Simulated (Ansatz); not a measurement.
# Ag2Pd: the cost of one run

Method: DFT PBE, scalar-relativistic, plane waves, PAW, in Ansatz 0.2.0.

## Step 1: The system as given

The structure is tetragonal, space group P4_2/mnm (No. 136). Conventional cell: a = 5.605 Å, b = 5.605 Å, c = 3.610 Å, α = 90.00°, β = 90.00°, γ = 90.00°. Around Ag (site symmetry m2m) lie 3 Pd at 2.37 to 2.43 Å. Pd (site symmetry mmm) has 6 Ag at 2.37 to 2.43 Å as nearest neighbours.

Coordinates:

```
Ag Pd
1.0
     5.60496    0.00000    0.00000
     0.00000    5.60496    0.00000
     0.00000    0.00000    3.61016
Ag Pd
4 2
Direct
  0.30600 0.30600 0.00000
  0.19400 0.80600 0.50000
  0.69400 0.69400 0.00000
  0.80600 0.19400 0.50000
  0.00000 0.00000 0.00000
  0.50000 0.50000 0.50000
```

This is candidate A: rutile type (P4_2/mnm, No. 136).

(A quick probe on a coarse mesh, which set the mesh and smearing, is not shown.)

## Step 3: Rough relaxation on the coarse mesh (candidate A)

File input.yaml:

```yaml
crystal:
  lattice:
    - [5.604959901, 0.0, 0.0]
    - [0.0, 5.604959901, 0.0]
    - [0.0, 0.0, 3.6101602845]
  atoms:
    - { symbol: Ag, position: [0.306, 0.306, 0.0] }
    - { symbol: Ag, position: [0.194, 0.806, 0.5] }
    - { symbol: Ag, position: [0.694, 0.694, 0.0] }
    - { symbol: Ag, position: [0.806, 0.194, 0.5] }
    - { symbol: Pd, position: [0.0, 0.0, 0.0] }
    - { symbol: Pd, position: [0.5, 0.5, 0.5] }
basis:
  ecutwfc: 420
kpoints:
  mp_grid: { grid: [4, 4, 6] }
hamiltonian:
  xc: pbe
scf:
  occupations: { method: gaussian, width: 0.1 }
  lower_state_search: "off"
output:
  forces: true
  stress: true
  eigenvalues: true
relax:
  adjacent_minimum: "off"
  f_tol: 0.04
  max_steps: 70
  cell: { stress_tol: 0.4 }
```

Launch:

```console
$ ansatz run input.yaml --threads 1 --pin off --max-ram 2560MiB --backend cpu --events-out ev --progress --plain --runs-dir out
```

Q: Estimate wall time and peak memory on 1 thread of Intel Xeon Platinum 8375C at 2.90GHz (Ice Lake), shared host.

About 2.2 min, with a peak of 0.52 GiB.
